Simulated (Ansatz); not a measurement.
# (ClGaNH)4 cubane (Cl₄Ga₄H₄N₄): geometry, orbitals and charge

Aim: characterise (ClGaNH)4 cubane (Cl₄Ga₄H₄N₄) as a singlet: its structure, frontier levels and distribution of charge.

The runs use Ansatz 0.2.0, Gaussian basis; RKS PBE0-D4/def2-TZVP.

Levels to be run: relaxation at PBE-D4/def2-SVP; a single point at PBE0-D4/def2-TZVP.

## 1. Where the work starts

16 atoms, charge 0, spin multiplicity 1.

Atoms are counted from 1 here; the program's logs count them from 0.

Bond lengths: Ga1–Cl2 2.052 Å, Ga1–N3 2.003 Å, Ga1–N6 2.004 Å, Ga1–N9 2.003 Å, N3–Ga4 2.004 Å, N3–Ga10 2.004 Å, N3–H13 1.018 Å, Ga4–Cl5 2.051 Å, Ga4–N6 2.004 Å, Ga4–N12 2.005 Å, N6–Ga7 2.004 Å, N6–H14 1.018 Å, Ga7–Cl8 2.051 Å, Ga7–N9 2.003 Å, Ga7–N12 2.004 Å, N9–Ga10 2.004 Å, N9–H15 1.018 Å, Ga10–Cl11 2.052 Å and more. Angles: Cl2–Ga1–N3 124.5°, Cl2–Ga1–N6 124.5°, Cl2–Ga1–N9 124.5°, N3–Ga1–N6 91.1°, N3–Ga1–N9 91.1°, N6–Ga1–N9 91.0°, Ga1–N3–Ga4 88.9°, Ga1–N3–Ga10 88.9°, Ga1–N3–H13 126.0°, Ga4–N3–Ga10 88.9°, Ga4–N3–H13 126.0°, Ga10–N3–H13 126.0°, N3–Ga4–Cl5 124.5°, N3–Ga4–N6 91.1°, N3–Ga4–N12 91.0°, Cl5–Ga4–N6 124.5°, Cl5–Ga4–N12 124.5°, N6–Ga4–N12 91.1° and more.

The start is a GFN2-xTB geometry.

## 2. Optimising with PBE-D4/def2-SVP

Contents of in.yaml:

```yaml
crystal:
  periodic: [false, false, false]
  atoms:
    - {symbol: Ga, position_ang: [-1.135160, 1.232860, -0.382170]}
    - {symbol: Cl, position_ang: [-2.489740, 2.704360, -0.839590]}
    - {symbol: N, position_ang: [0.809280, 1.552830, -0.020700]}
    - {symbol: Ga, position_ang: [1.245650, -0.019070, -1.184560]}
    - {symbol: Cl, position_ang: [2.732800, -0.042180, -2.597500]}
    - {symbol: N, position_ang: [-0.696800, -0.316670, -1.575040]}
    - {symbol: Ga, position_ang: [-0.794670, -1.524360, 0.020760]}
    - {symbol: Cl, position_ang: [-1.743720, -3.342410, 0.045250]}
    - {symbol: N, position_ang: [-1.268990, 0.019480, 1.206290]}
    - {symbol: Ga, position_ang: [0.684320, 0.310240, 1.546400]}
    - {symbol: Cl, position_ang: [1.498850, 0.681930, 3.392290]}
    - {symbol: N, position_ang: [1.156500, -1.256020, 0.390330]}
    - {symbol: H, position_ang: [1.280080, 2.455270, -0.033170]}
    - {symbol: H, position_ang: [-1.101460, -0.500120, -2.490950]}
    - {symbol: H, position_ang: [-2.006670, 0.029680, 1.907630]}
    - {symbol: H, position_ang: [1.829740, -1.985820, 0.614710]}
basis:
  gaussian: {orbitals: def2-SVP}
hamiltonian: {xc: pbe, dispersion: d4}
scf: {lower_state_search: "off"}
output: {orbitals: {seedname: orbitals}}
relax: {f_tol: 0.03, max_steps: 70}
```

Launch:

```bash
$ ansatz run in.yaml --threads 2 --pin off --events-out ev --progress --plain --max-ram 32768MiB --backend cuda --devices 0, --max-vram 18GiB
```

After this run come: Single point, PBE0-D4/def2-TZVP.

Q: Predict the results of all the runs planned. Wanted: point group; commonest bond, hydrogen aside; HOMO, LUMO at PBE0-D4/def2-TZVP; dipole at PBE-D4/def2-SVP.

As calculated:

| quantity | value |
| --- | --- |
| point group | Td |
| commonest bond, hydrogen aside | Ga–N, 12 of mean length 1.994 Å |
| HOMO, LUMO at PBE0-D4/def2-TZVP | -8.37, -1.78 eV |
| dipole at PBE-D4/def2-SVP | 0.00 D |

In words: The molecule keeps its bonding pattern by the stored test; the atoms moved 0.07 Å (rms). No usable vibrations, so a minimum isn't proven.
